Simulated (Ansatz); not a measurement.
# CsO: how the settings move a single-point run

Aim: see which settings change the result for CsO, by how much, and at what cost.

Computed with Ansatz 0.2.0 (reference: DFT, LDA, norm-conserving pseudopotentials, Ansatz's default files, scalar-relativistic, unless a step's input says otherwise).

3 further runs of the same task are left out: 3 that didn't finish. Runs told in other sessions of the task aren't counted.

## (1) The system as given

It takes space group Immm (No. 71, orthorhombic). The conventional cell has a = 4.334 Å, b = 6.437 Å, c = 7.558 Å, α = 90.00°, β = 90.00°, γ = 90.00°. Around Cs (site symmetry mm2) lie 6 O at 2.96 to 3.12 Å. O (site symmetry m2m) has 1 O at 1.51 Å in its first shell of neighbours.

As a file:

```cif
data_structure
_symmetry_space_group_name_H-M 'Immm'
_symmetry_Int_Tables_number 71
_cell_length_a 4.3337
_cell_length_b 6.4374
_cell_length_c 7.5577
_cell_angle_alpha 90.000
_cell_angle_beta 90.000
_cell_angle_gamma 90.000
_cell_volume 210.84
loop_
_atom_site_label
_atom_site_type_symbol
_atom_site_symmetry_multiplicity
_atom_site_Wyckoff_symbol
_atom_site_fract_x
_atom_site_fract_y
_atom_site_fract_z
_atom_site_occupancy
Cs1 Cs 4 i 0.00000 0.00000 0.25356 1
O1 O 4 g 0.50000 0.11720 0.50000 1
```

## (2) Baseline

File input.yaml:

```yaml
crystal:
  lattice:
    - [-2.166854795, 3.2186837237, 3.7788316351]
    - [2.166854795, -3.2186837237, 3.7788316351]
    - [2.166854795, 3.2186837237, -3.7788316351]
  atoms:
    - { symbol: Cs, position: [0.25356033, 0.25356033, 0.0] }
    - { symbol: Cs, position: [0.74643967, 0.74643967, 0.0] }
    - { symbol: O, position: [0.6171968, 0.0, 0.6171968] }
    - { symbol: O, position: [0.3828032, 0.0, 0.3828032] }
kpoints:
  mp_grid: { grid: [6, 6, 6] }
scf:
  occupations: { method: fermi_dirac, width: 0.03 }
hamiltonian:
  xc: lda
  pseudopotentials: { kind: nc }
output:
  forces: true
  stress: true
  eigenvalues: true
  populations: true
```

Launch:

```sh
ansatz run input.yaml --threads 1 --pin off --max-ram 3072MiB --backend cpu --events-out ev --progress --plain --runs-dir out
```

## (3) Changed: ecutwfc 500 eV

Changes to input.yaml since step 2:

```diff
@@ -22 +22,3 @@
   populations: true
+basis:
+  ecutwfc: "500 eV"
```

What does the calculation give? Wanted: for each run, ending; energy change; pressure; gap; force.

The runs gave:

| run | ending | energy change | pressure (GPa) | gap (eV) | force (eV/Å) | cycles | time |
| --- | --- | --- | --- | --- | --- | --- | --- |
| reference | converged | 0 | -3.5 | 1.60 | 0.74 | 10 | 37 s |
| 1: ecutwfc 500 eV | converged | +1.91 eV/atom | -2.2 | 1.46 | 0.81 | 9 | 11 s |

Residual by cycle in the longest SCF loop of each run; runs are numbered as in the table. The quantity is the density residual dr2, in eV.

| cycle | reference | run 1 |
| --- | --- | --- |
| 1 | 30.8 | 52.5 |
| 2 | 2.67 | 3.49 |
| 3 | 0.352 | 0.637 |
| 4 | 0.0167 | 0.0201 |
| 5 | 0.00188 | 0.00359 |
| 6 | 1.3e-4 | 3.5e-4 |
| 7 | 1.6e-5 | 2.7e-6 |
| 8 | 2.4e-6 | 2.4e-7 |
| 9 | 4.0e-7 | 1.9e-8 |
| 10 | 2.2e-9 | - |

What this shows: Changing the cutoff moves the energy by +1.91 eV/atom, and the pressure goes from -3.5 to -2.2 GPa, the gap on the mesh goes from 1.60 to 1.46 eV and the largest force goes from 0.74 to 0.81 eV/Å. The log warns that the cutoff is under what these potentials recommend, so the shift is basis error. Cost: 9 SCF cycles against 10, 11 s against 37 s. Run 1 ran under the cutoff that the potentials recommend, as the log warns, so basis error is mixed into its values. The gap of the reference lacks spin-orbit coupling, though the cell holds Cs.

These are semilocal Kohn-Sham gaps, which aren't the measured quantity. Such gaps usually fall short of the measured ones.
